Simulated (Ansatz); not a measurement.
# C5H9B: the cost of one run

Computed with Ansatz 0.2.0, driven from Python. Level of theory: MP2/def2-SVP.

**1. The system**

Bond lengths: C1–C2 1.335 Å, C2–B3 1.575 Å, B3–C4 1.584 Å, C4–C5 1.342 Å, C4–C6 1.505 Å, C1–H7 1.085 Å, C1–H8 1.086 Å, C2–H9 1.084 Å, B3–H10 1.183 Å, C5–H11 1.083 Å, C5–H12 1.086 Å, C6–H13 1.111 Å, C6–H14 1.111 Å, C6–H15 1.110 Å. Angles (14 of 21 angles, heavy atoms first): C1–C2–B3 121.0°, C2–B3–C4 123.9°, B3–C4–C5 122.0°, B3–C4–C6 118.4°, C5–C4–C6 119.5°, C1–C2–H9 118.7°, B3–C2–H9 120.3°, C2–C1–H7 119.9°, C2–C1–H8 121.5°, C2–B3–H10 118.2°, C4–B3–H10 118.0°, C4–C5–H11 122.3°, C4–C5–H12 120.6°, C4–C6–H13 110.9°.

No structure file is read: the coordinates are typed or built in the script.

**2. The code**

File energy_c5h9b.py:

```python
'''Single point of C5H9B.'''

import ansatz as az
import numpy as np
import pandas as pd


def main() -> None:
    molecule = (
        az.Crystal.molecule()
        .atom('C', [2.9765, -0.2231, -0.0677])
        .atom('C', [1.7008, -0.5854, -0.2201])
        .atom('B', [0.5282, 0.4048, 0.1351])
        .atom('C', [-1.007, 0.0426, -0.0099])
        .atom('C', [-1.4185, -1.194, -0.3303])
        .atom('C', [-2.0252, 1.1018, 0.3161])
        .atom('H', [3.7702, -0.9187, -0.3207])
        .atom('H', [3.2458, 0.7604, 0.3073])
        .atom('H', [1.484, -1.5767, -0.6002])
        .atom('H', [0.8086, 1.4908, 0.511])
        .atom('H', [-0.7239, -1.9997, -0.5349])
        .atom('H', [-2.4779, -1.4263, -0.3873])
        .atom('H', [-1.6228, 2.1162, 0.1074])
        .atom('H', [-2.9431, 0.971, -0.2967])
        .atom('H', [-2.2957, 1.0364, 1.3909])
    )

    base = (
        molecule.calculation()
        .basis(gaussian='def2-SVP')
        .correlation('MP2')
        .forces()
    )
    outcome = base.run(threads=1, pin='off')
    r = outcome.report

    for key in ('converged', 'free_energy_ev', 'reference_energy_ev', 'n_frozen', 'n_occupied', 'n_virtual'):
        print(f'{key:22s} {r[key]}')

    print('correlation energy', round(r['free_energy_ev'] - r['reference_energy_ev'], 5), 'eV')
    cluster = r['correlation'].get('coupled_cluster')
    if cluster:
        print('cycles', cluster['cycles'], ' T1 diagnostic', round(cluster['t1_diagnostic'], 4), ' largest double', round(cluster['largest_double'], 4))

    symbols = [site.symbol for site in molecule.cartesian_sites]
    forces = np.array(r['forces_ev_ang'])
    print('largest force', round(float(np.linalg.norm(forces, axis=1).max()), 4), 'eV/A, rms', round(float(np.sqrt((forces ** 2).mean())), 4))

    charges = r['charge_distribution']
    table = pd.DataFrame({'atom': symbols, 'mulliken': charges['mulliken_charges_e'], 'lowdin': charges['lowdin_charges_e']})
    print(table.round(3).to_string())
    print('dipole (e A):', np.round(charges['dipole_moment_e_ang'], 4) + 0.0)


if __name__ == '__main__':
    main()
```

**3. The run**

Run with:

```console
$ python energy_c5h9b.py
```

Q: Estimate wall time and peak memory on 1 thread of Arm Neoverse V1, shared host.

About 8.8 s, with a peak of 0.47 GiB.
